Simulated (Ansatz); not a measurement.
# CH₉NSn (built from SMILES C[NH][SnH3].[H][H]): a reaction path by the nudged elastic band

What path joins these two structures, and how high does it climb? Both ends were relaxed at PBE0-D4 in triple zeta.

The runs use Ansatz 0.2.0, Gaussian basis; PBE0-D4/def2-SVP.

24 further runs of the same task are left out: 2 that didn't finish, 22 set aside as unsound or not needed.

### Step 1. The system as given

The first end: 12 atoms, charge 0, spin multiplicity 1.

Atoms are counted from 1 here; the program's logs count them from 0.

Bond lengths: Sn1–N2 2.030 Å, Sn1–H4 1.717 Å, Sn1–H5 1.705 Å, Sn1–H6 1.704 Å, N2–C3 1.452 Å, N2–H9 1.011 Å, C3–H10 1.095 Å, C3–H11 1.100 Å, C3–H12 1.094 Å, H7–H8 0.750 Å. Angles: N2–Sn1–H4 111.8°, N2–Sn1–H5 105.8°, N2–Sn1–H6 106.4°, H4–Sn1–H5 109.5°, H4–Sn1–H6 110.8°, H5–Sn1–H6 112.6°, Sn1–N2–C3 118.3°, Sn1–N2–H9 112.4°, C3–N2–H9 111.0°, N2–C3–H10 110.3°, N2–C3–H11 115.0°, N2–C3–H12 109.7°, H10–C3–H11 107.6°, H10–C3–H12 106.6°, H11–C3–H12 107.3°.

Coordinates:

```mol
CH9NSn
  3D, bonds by distance, orders not assigned

 12 10  0  0  0  0  0  0  0  0999 V2000
   -1.2630    1.1044    0.6820 Sn  0  0
   -0.0927   -0.5060    0.2842 N   0  0
    0.1379   -0.8622   -1.1039 C   0  0
   -2.7944    0.9863   -0.0861 H   0  0
   -0.4203    2.4524    0.0659 H   0  0
   -1.4396    1.1624    2.3757 H   0  0
    2.4020   -0.1233    0.7145 H   0  0
    3.1479   -0.0418    0.7070 H   0  0
   -0.3563   -1.3169    0.8277 H   0  0
    0.9031   -1.6424   -1.1734 H   0  0
   -0.7504   -1.2181   -1.6468 H   0  0
    0.5259    0.0049   -1.6469 H   0  0
  1  2  8  0
  1  4  8  0
  1  5  8  0
  1  6  8  0
  2  3  8  0
  2  9  8  0
  3 10  8  0
  3 11  8  0
  3 12  8  0
  7  8  8  0
M  END
```

The second end:

```
Sn   -0.3941    1.7832    0.8618
N     0.2178   -1.0984    0.2534
C     0.2949   -1.2533   -1.1903
H    -1.6785    1.1913   -0.0898
H    -0.7438    3.4469    1.1582
H    -0.3077    1.0342    2.3894
H     1.0906   -1.3606    0.6940
H     1.0930    1.7528    0.0289
H    -0.5022   -1.6928    0.6445
H     0.5173   -2.2719   -1.5328
H    -0.6536   -0.9446   -1.6352
H     1.0664   -0.5871   -1.5822
```

### Step 2. The band at PBE0-D4/def2-SVP

Contents of neb/in.yaml:

```yaml
crystal:
  periodic: [false, false, false]
  atoms:
    - {symbol: Sn, position_ang: [-1.263020, 1.104417, 0.682017]}
    - {symbol: N, position_ang: [-0.092704, -0.505975, 0.284241]}
    - {symbol: C, position_ang: [0.137922, -0.862185, -1.103939]}
    - {symbol: H, position_ang: [-2.794385, 0.986297, -0.086073]}
    - {symbol: H, position_ang: [-0.420319, 2.452418, 0.065920]}
    - {symbol: H, position_ang: [-1.439637, 1.162400, 2.375739]}
    - {symbol: H, position_ang: [2.402005, -0.123251, 0.714536]}
    - {symbol: H, position_ang: [3.147905, -0.041810, 0.706954]}
    - {symbol: H, position_ang: [-0.356308, -1.316875, 0.827738]}
    - {symbol: H, position_ang: [0.903108, -1.642438, -1.173449]}
    - {symbol: H, position_ang: [-0.750352, -1.218130, -1.646813]}
    - {symbol: H, position_ang: [0.525884, 0.004931, -1.646868]}
basis:
  gaussian: {orbitals: def2-SVP}
hamiltonian: {xc: pbe0, dispersion: d4}
neb:
  images: 5
  climbing: true
  max_iterations: 40
  initial_path: idpp
  final_atoms:
    - {symbol: Sn, position_ang: [-0.394086, 1.783219, 0.861787]}
    - {symbol: N, position_ang: [0.217814, -1.098438, 0.253400]}
    - {symbol: C, position_ang: [0.294868, -1.253271, -1.190280]}
    - {symbol: H, position_ang: [-1.678526, 1.191331, -0.089829]}
    - {symbol: H, position_ang: [-0.743802, 3.446923, 1.158171]}
    - {symbol: H, position_ang: [-0.307657, 1.034178, 2.389449]}
    - {symbol: H, position_ang: [1.090571, -1.360561, 0.694047]}
    - {symbol: H, position_ang: [1.092954, 1.752780, 0.028949]}
    - {symbol: H, position_ang: [-0.502182, -1.692767, 0.644534]}
    - {symbol: H, position_ang: [0.517258, -2.271921, -1.532843]}
    - {symbol: H, position_ang: [-0.653560, -0.944617, -1.635179]}
    - {symbol: H, position_ang: [1.066447, -0.587056, -1.582207]}
```

On the command line:

```sh
$ ansatz run in.yaml --threads 4 --pin off --events-out ev --progress --plain --max-ram 9574MiB
```

The log of the run, cut to the lines that bear on the results:

```text
Functional definition: PBE0
  name "PBE0"
  cite "Adamo & Barone, J. Chem. Phys. 110, 6158 (1999) doi:10.1063/1.478522"
  cite "Perdew, Burke & Ernzerhof, Phys. Rev. Lett. 77, 3865 (1996) doi:10.1103/PhysRevLett.77.3865"
  parent pbe
[...]
1181 factors; integrals over basis functions are off by at most 3.9e-4 eV
[...]
mean field -8498.19521602 eV, -312.3029139050 hartree, gradient 2.7e-5 eV, S^2 0.000000; 0 other end points of the search recorded, 0 dependent functions left out
[...]
reference -8498.19524910 eV, -312.3029151207 hartree; 22, 22 occupied and 77, 77 virtual orbitals, 1181 factors
[... from here to the last solve, the lines of the solves are left out (139 solves) ...]
WARN: NEB end point (image 0): max|allowed force component| = 5.430e-1 eV/Å (the criterion of neb.relax_end_points is 1.000e-2). That is over neb.f_tol: it is no minimum, so the barrier can be far off. Relax it first
WARN: NEB end point (image 6): max|allowed force component| = 5.040e-1 eV/Å (the criterion of neb.relax_end_points is 1.000e-2). That is over neb.f_tol: it is no minimum, so the barrier can be far off. Relax it first
NEB iter   1: max|band force component| = 4.661e0 eV/Å  barrier→ = 5.0896 eV  barrier← = 5.7863 eV  Δτ_max = 0.2000 Å  (180 SCF iters)
[...]
NEB iter   6: max|band force component| = 6.954e-1 eV/Å  barrier→ = 1.6698 eV  barrier← = 2.3665 eV  Δτ_max = 0.2000 Å  (139 SCF iters)
[...]
NEB iter  11: max|band force component| = 4.220e-1 eV/Å  barrier→ = 1.1709 eV  barrier← = 1.8676 eV  CI = image 3  Δτ_max = 0.1542 Å  (141 SCF iters)
[...]
NEB iter  16: max|band force component| = 3.791e-1 eV/Å  barrier→ = 1.1435 eV  barrier← = 1.8402 eV  CI = image 3  Δτ_max = 0.0228 Å  (130 SCF iters)
[...]
NEB iter  19: max|band force component| = 7.023e-2 eV/Å  barrier→ = 1.1419 eV  barrier← = 1.8386 eV  CI = image 3  Δτ_max = 0.0389 Å  (117 SCF iters)
[...]
NEB iter  20: max|band force component| = 3.482e-2 eV/Å  barrier→ = 1.1418 eV  barrier← = 1.8385 eV  CI = image 3  CI's point: of a kind that is not told: the force calls were inconclusive, a negative curvature could not be distinguished from the path's own, the only one lies far off the [...]
Total energy: -8497.22338972 eV, -312.2671999473 hartree
Atom 0 at    -0.523059     1.351704     0.653259 Å, force    -0.009320    -0.002177    -0.004168 eV/Å
Atom 1 at     0.121730    -0.718619     0.245263 Å, force    -0.017881    -0.016530    -0.024174 eV/Å
Atom 2 at     0.139463    -1.198033    -1.126606 Å, force    -0.011192     0.000186    -0.009606 eV/Å
Atom 3 at    -2.139729     1.087852     0.054849 Å, force    -0.000266    -0.000173    -0.001044 eV/Å
Atom 4 at     0.197049     2.491370    -0.394086 Å, force     0.001676    -0.000793     0.000981 eV/Å
Atom 5 at    -0.680040     1.758855     2.304857 Å, force     0.003662    -0.001214     0.001553 eV/Å
Atom 6 at     1.143639    -0.152901     0.744690 Å, force     0.008741    -0.003164     0.013041 eV/Å
Atom 7 at     1.584567     0.740739     1.159319 Å, force     0.000615    -0.004130    -0.000634 eV/Å
Atom 8 at    -0.316355    -1.397839     0.873019 Å, force     0.014263     0.018556     0.017761 eV/Å
Atom 9 at     0.574959    -2.208111    -1.195696 Å, force     0.001200     0.005699     0.006317 eV/Å
Atom 10 at    -0.865702    -1.229015    -1.581115 Å, force     0.006104    -0.000900    -0.001933 eV/Å
Atom 11 at     0.763577    -0.526203    -1.737750 Å, force     0.002400     0.004639     0.001906 eV/Å
Dipole moment:    -0.290931    -0.401891    -0.218516 e Å
```

It took 3.2 min on 4 threads of Arm Neoverse V1, shared host.

The last band:

| image | path (Å) | energy (kJ/mol) | Sn1–H8 (Å) | N2–H7 (Å) | Sn1–N2 (Å) | H7–H8 (Å) |
| --- | --- | --- | --- | --- | --- | --- |
| 0 | 0.00 | 0.0 | 4.56 | 2.56 | 2.03 | 0.75 |
| 1 | 1.10 | -1.4 | 4.01 | 2.47 | 2.05 | 0.77 |
| 2 | 2.21 | 8.4 | 3.08 | 2.10 | 2.06 | 0.77 |
| 3 | 3.31 | 110.2 | 2.25 | 1.27 | 2.21 | 1.08 |
| 4 | 4.58 | -16.6 | 1.75 | 1.02 | 2.70 | 1.93 |
| 5 | 5.85 | -60.6 | 1.71 | 1.02 | 3.00 | 2.54 |
| 6 | 7.12 | -67.2 | 1.70 | 1.01 | 3.01 | 3.18 |

The highest image, 3:

```xyz
12
charge 0, multiplicity 1
Sn   -0.5231    1.3517    0.6533
N     0.1217   -0.7186    0.2453
C     0.1395   -1.1980   -1.1266
H    -2.1397    1.0879    0.0548
H     0.1970    2.4914   -0.3941
H    -0.6800    1.7589    2.3049
H     1.1436   -0.1529    0.7447
H     1.5846    0.7407    1.1593
H    -0.3164   -1.3978    0.8730
H     0.5750   -2.2081   -1.1957
H    -0.8657   -1.2290   -1.5811
H     0.7636   -0.5262   -1.7377
```

### Step 3. Outcome

```
                                                                       quantity                                                  value
                                                PBE0-D4/def2-SVP, 20 iterations  highest 110.2 kJ/mol (image 3), last end -67.2 kJ/mol
from earlier runs: barrier over the separately found saddle, CCSD(T)/def2-TZVPP                                           145.2 kJ/mol
```

What this shows: The highest image lies 110.2 kJ/mol above the first end, and it climbed, so it estimates the saddle. The ends are not quite minima at this level (largest force component 0.54 eV/Å), so the heights are unreliable: relaxing the first end would lower it and raise the barrier above it. The highest image is 35.1 kJ/mol below the CCSD(T) barrier in triple zeta, which comes from separate runs on the saddle.
